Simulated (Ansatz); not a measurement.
**CH₅BO₂S: up Jacob's ladder to CCSD(T)**

One table from this session's results is given with a row withheld; the runs are named, their logs left out.

Method: functionals in def2-TZVPP, the program's frozen cores in correlated methods; program: Ansatz 0.2.0, Gaussian basis.

Plan: LDA (SPW92), PBE-D4, revPBE-D4, BLYP-D4, r2SCAN-D4, B97M-V, PBE0-D4, B3LYP-D4, r2SCANh-D4, r2SCAN0-D4, HSE06-D4, BHLYP-D4, CAM-B3LYP-D4, LC-ωPBE, ωB97X-V, ωB97M-V, B2PLYP, PBE-QIDH; CCSD(T)/def2-SVP; CCSD(T)/def2-TZVPP; MP2/def2-QZVPP; extrapolation to the limit; RPA on PBE.

**The geometry**

All runs share one geometry, relaxed beforehand with PBE0-D4 in a triple-zeta def2 set.

SMILES `CSB(O)O`, 10 atoms, charge 0, spin multiplicity 1.

Atoms are counted from 1 here; the program's logs count them from 0.

Bond lengths: C1–S2 1.807 Å, C1–H6 1.091 Å, C1–H7 1.089 Å, C1–H8 1.091 Å, S2–B3 1.831 Å, B3–O4 1.359 Å, B3–O5 1.359 Å, O4–H9 0.958 Å, O5–H10 0.958 Å. Angles: S2–C1–H6 111.3°, S2–C1–H7 107.1°, S2–C1–H8 111.3°, H6–C1–H7 108.1°, H6–C1–H8 110.6°, H7–C1–H8 108.1°, C1–S2–B3 102.8°, S2–B3–O4 119.3°, S2–B3–O5 124.2°, O4–B3–O5 116.5°, B3–O4–H9 114.2°, B3–O5–H10 114.3°.

Geometry (Å):

| atom | x (Å) | y (Å) | z (Å) |
| --- | --- | --- | --- |
| C1 | -1.0186 | 0.2969 | 1.2103 |
| S2 | 0.3492 | -0.8194 | 0.8249 |
| B3 | 0.8276 | -0.3041 | -0.8657 |
| O4 | 1.8516 | -0.9428 | -1.4915 |
| O5 | 0.2209 | 0.6944 | -1.5595 |
| H6 | -1.8533 | 0.1544 | 0.5223 |
| H7 | -1.3605 | 0.0491 | 2.2143 |
| H8 | -0.6935 | 1.3383 | 1.2095 |
| H9 | 2.2551 | -1.6401 | -0.9722 |
| H10 | -0.4956 | 1.1220 | -1.0894 |

The first run:

in.yaml reads:

```yaml
crystal:
  periodic: [false, false, false]
  atoms:
    - {symbol: C, position_ang: [-1.018609, 0.296894, 1.210281]}
    - {symbol: S, position_ang: [0.349190, -0.819366, 0.824921]}
    - {symbol: B, position_ang: [0.827648, -0.304052, -0.865720]}
    - {symbol: O, position_ang: [1.851648, -0.942782, -1.491544]}
    - {symbol: O, position_ang: [0.220899, 0.694405, -1.559470]}
    - {symbol: H, position_ang: [-1.853280, 0.154388, 0.522321]}
    - {symbol: H, position_ang: [-1.360454, 0.049094, 2.214272]}
    - {symbol: H, position_ang: [-0.693485, 1.338317, 1.209471]}
    - {symbol: H, position_ang: [2.255072, -1.640083, -0.972243]}
    - {symbol: H, position_ang: [-0.495629, 1.121985, -1.089391]}
basis:
  gaussian: {orbitals: def2-TZVPP}
hamiltonian: {xc: lda}
output: {orbitals: {seedname: orbitals}}
```

Among the steps run: LDA; PBE-D4 (GGA); revPBE-D4 (GGA); BLYP-D4 (GGA); r2SCAN-D4 (meta-GGA); B97M-V (meta-GGA); PBE0-D4 (hybrid); B3LYP-D4 (hybrid); r2SCANh-D4 (hybrid); r2SCAN0-D4 (hybrid); HSE06-D4 (hybrid); BHLYP-D4 (hybrid); CAM-B3LYP-D4 (range-separated); LC-ωPBE-D4 (range-separated; the results give it without D4); ωB97X-V (range-separated); ωB97M-V (range-separated); B2PLYP (double hybrid); PBE-QIDH (double hybrid).

One table of the session follows, with a row left open; its other results are not shown here.

It belongs to the step «Frontier levels by functional». 

| functional | HOMO (eV) | LUMO (eV) | gap (eV) |
| --- | --- | --- | --- |
| LDA (SPW92) | -6.05 | -0.79 | 5.26 |
| PBE-D4 | -5.92 | -0.60 | 5.33 |
| revPBE-D4 | -5.87 | -0.51 | 5.37 |
| BLYP-D4 | ? | ? | ? |
| r2SCAN-D4 | -6.21 | -0.18 | 6.03 |
| B97M-V | -6.29 | -0.38 | 5.91 |
| PBE0-D4 | -7.19 | 0.30 | 7.48 |
| B3LYP-D4 | -6.95 | -0.01 | 6.94 |
| r2SCANh-D4 | -6.67 | 0.14 | 6.81 |
| r2SCAN0-D4 | -7.37 | 0.60 | 7.97 |
| HSE06-D4 | -6.78 | -0.08 | 6.71 |
| BHLYP-D4 | -8.31 | 1.02 | 9.34 |
| CAM-B3LYP-D4 | -8.53 | 1.17 | 9.70 |
| LC-ωPBE | -9.92 | 2.48 | 12.40 |
| ωB97X-V | -9.56 | 2.27 | 11.83 |
| ωB97M-V | -9.38 | 1.89 | 11.27 |

Q: Estimate the row for BLYP-D4 from the others.

Worked estimate for «HOMO (eV)». Against the share of exact exchange, B3LYP-D4 (0.2, -6.95), BHLYP-D4 (0.5, -8.31) give a slope of -4.53 per unit share; at 0 the line stands at -6.04.

**Answer.** HOMO (eV): -5.78; LUMO (eV): -0.55; gap (eV): 5.22. In «HOMO (eV)» the line misses by -0.26.
